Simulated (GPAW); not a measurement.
Runs of GPAW 26.7.0 on VGe3. The structure is cubic, space group Pm-3n (No. 223). The conventional cell has a = 4.768 Å, b = 4.768 Å, c = 4.768 Å, α = 90.00°, β = 90.00°, γ = 90.00°. Around Ge (site symmetry -4m2) lie 2 Ge at 2.38 Å and 4 V at 2.67 Å. Around V (site symmetry m-3) lie 12 Ge at 2.67 Å. 

```tsv
level	U	pressure (GPa)	moment (μB)
PBEsol+U	V d U = 1 eV	(a)	2.70
PBEsol+U	V d U = 4 eV	32.1	4.22
PBEsol+U	V d U = 2 eV	25.6	3.01
PBEsol+U	V d U = 3 eV	28.5	3.61
PBEsol+U	V d U = 6 eV	39.4	5.04
PBEsol+U	V d U = 8 eV	46.2	5.57
PBEsol	-	22.6	(b)
```

Alike in all rows: task band structure; potentials or basis PAW data sets generated in the run's folder for this functional, pw; spin collinear, ferromagnetic start; cell as given; k mesh 5 × 5 × 5; cutoff (eV) 600; smearing fermi-dirac 0.05 eV.

**Question.** Fill in the values left out.

**Answer.** (a) 24.0; (b) 2.34.

Caveats: the U is typed as a test and isn't derived for this compound (some runs); a pressure of tens of GPa on the cell as given is suspect, and the run, the potentials or the cell itself is likely at fault (some runs).
